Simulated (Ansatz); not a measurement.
# TeMo12S23: the cost of one run

Program: Ansatz 0.2.0. Level of theory: DFT, PBE, plane-wave PAW, default files, scalar-relativistic, as far as a step names no other. These are calculated values, not measurements.

## Step 1: The structure to begin with

It takes space group P1 (No. 1, triclinic). The conventional cell has a = 6.338 Å, b = 8.384 Å, c = 12.324 Å, α = 90.00°, β = 90.00°, γ = 100.89°. Mo (site symmetry 1) is surrounded by 6 S at 2.41 Å. Mo (site symmetry 1) is surrounded by 5 S at 2.41 Å and 1 Te at 2.41 Å. Only part of the 36 independent sites is listed.

Coordinates:

```
CELL_PARAMETERS angstrom
9.50700 0.00000 0.00000
-3.16900 5.48887 0.00000
0.00000 0.00000 12.32400
ATOMIC_POSITIONS crystal
Mo 0.11111 0.33333 0.25000
Mo 0.11111 0.83333 0.25000
Mo 0.44444 0.33333 0.25000
Mo 0.44444 0.83333 0.25000
Mo 0.77778 0.33333 0.25000
Mo 0.77778 0.83333 0.25000
Mo 0.22222 0.16667 0.75000
Mo 0.22222 0.66667 0.75000
Mo 0.55556 0.16667 0.75000
Mo 0.55556 0.66667 0.75000
Mo 0.88889 0.16667 0.75000
Mo 0.88889 0.66667 0.75000
Te 0.11111 0.33333 0.62300
S 0.11111 0.83333 0.62300
S 0.44444 0.33333 0.62300
S 0.44444 0.83333 0.62300
S 0.77778 0.33333 0.62300
S 0.77778 0.83333 0.62300
S 0.22222 0.16667 0.12300
S 0.22222 0.66667 0.12300
S 0.55556 0.16667 0.12300
S 0.55556 0.66667 0.12300
S 0.88889 0.16667 0.12300
S 0.88889 0.66667 0.12300
S 0.11111 0.33333 0.87700
S 0.11111 0.83333 0.87700
S 0.44444 0.33333 0.87700
S 0.44444 0.83333 0.87700
S 0.77778 0.33333 0.87700
S 0.77778 0.83333 0.87700
S 0.22222 0.16667 0.37700
S 0.22222 0.66667 0.37700
S 0.55556 0.16667 0.37700
S 0.55556 0.66667 0.37700
S 0.88889 0.16667 0.37700
S 0.88889 0.66667 0.37700
```

Atom 13 of the input is the impurity.

## Step 2: Single point at the given positions

Input file input.yaml:

```yaml
crystal:
  lattice:
    - [9.507, 0.0, 0.0]
    - [-3.169, 5.4888690092, 0.0]
    - [0.0, 0.0, 12.324]
  atoms:
    - { symbol: Mo, position: [0.1111111111, 0.3333333334, 0.25] }
    - { symbol: Mo, position: [0.1111111111, 0.8333333334, 0.25] }
    - { symbol: Mo, position: [0.4444444444, 0.3333333334, 0.25] }
    - { symbol: Mo, position: [0.4444444444, 0.8333333334, 0.25] }
    - { symbol: Mo, position: [0.7777777778, 0.3333333334, 0.25] }
    - { symbol: Mo, position: [0.7777777778, 0.8333333334, 0.25] }
    - { symbol: Mo, position: [0.2222222222, 0.1666666666, 0.75] }
    - { symbol: Mo, position: [0.2222222222, 0.6666666666, 0.75] }
    - { symbol: Mo, position: [0.5555555556, 0.1666666666, 0.75] }
    - { symbol: Mo, position: [0.5555555556, 0.6666666666, 0.75] }
    - { symbol: Mo, position: [0.8888888889, 0.1666666666, 0.75] }
    - { symbol: Mo, position: [0.8888888889, 0.6666666666, 0.75] }
    - { symbol: Te, position: [0.1111111111, 0.3333333334, 0.623] }
    - { symbol: S, position: [0.1111111111, 0.8333333334, 0.623] }
    - { symbol: S, position: [0.4444444444, 0.3333333334, 0.623] }
    - { symbol: S, position: [0.4444444444, 0.8333333334, 0.623] }
    - { symbol: S, position: [0.7777777778, 0.3333333334, 0.623] }
    - { symbol: S, position: [0.7777777778, 0.8333333334, 0.623] }
    - { symbol: S, position: [0.2222222222, 0.1666666666, 0.123] }
    - { symbol: S, position: [0.2222222222, 0.6666666666, 0.123] }
    - { symbol: S, position: [0.5555555556, 0.1666666666, 0.123] }
    - { symbol: S, position: [0.5555555556, 0.6666666666, 0.123] }
    - { symbol: S, position: [0.8888888889, 0.1666666666, 0.123] }
    - { symbol: S, position: [0.8888888889, 0.6666666666, 0.123] }
    - { symbol: S, position: [0.1111111111, 0.3333333334, 0.877] }
    - { symbol: S, position: [0.1111111111, 0.8333333334, 0.877] }
    - { symbol: S, position: [0.4444444444, 0.3333333334, 0.877] }
    - { symbol: S, position: [0.4444444444, 0.8333333334, 0.877] }
    - { symbol: S, position: [0.7777777778, 0.3333333334, 0.877] }
    - { symbol: S, position: [0.7777777778, 0.8333333334, 0.877] }
    - { symbol: S, position: [0.2222222222, 0.1666666666, 0.377] }
    - { symbol: S, position: [0.2222222222, 0.6666666666, 0.377] }
    - { symbol: S, position: [0.5555555556, 0.1666666666, 0.377] }
    - { symbol: S, position: [0.5555555556, 0.6666666666, 0.377] }
    - { symbol: S, position: [0.8888888889, 0.1666666666, 0.377] }
    - { symbol: S, position: [0.8888888889, 0.6666666666, 0.377] }
kpoints:
  mp_grid: { grid: [3, 4, 2] }
scf:
  occupations: { method: fermi_dirac, width: 0.01 }
hamiltonian:
  xc: pbe
  pseudopotentials: { kind: paw }
output:
  forces: true
  stress: true
  populations: true
  efg:
    quadrupole_moments_barn: { Mo: -0.022, S: -0.0694 }
    contact_densities: true
```

The run is started by

```sh
ansatz run input.yaml --threads 4 --pin off --max-ram 8192MiB --backend cpu --events-out ev --progress --plain --runs-dir out
```

Q: Estimate wall time and peak memory on 4 threads of Arm Neoverse V1, shared host.

About 91 s, with a peak of 3.1 GiB.
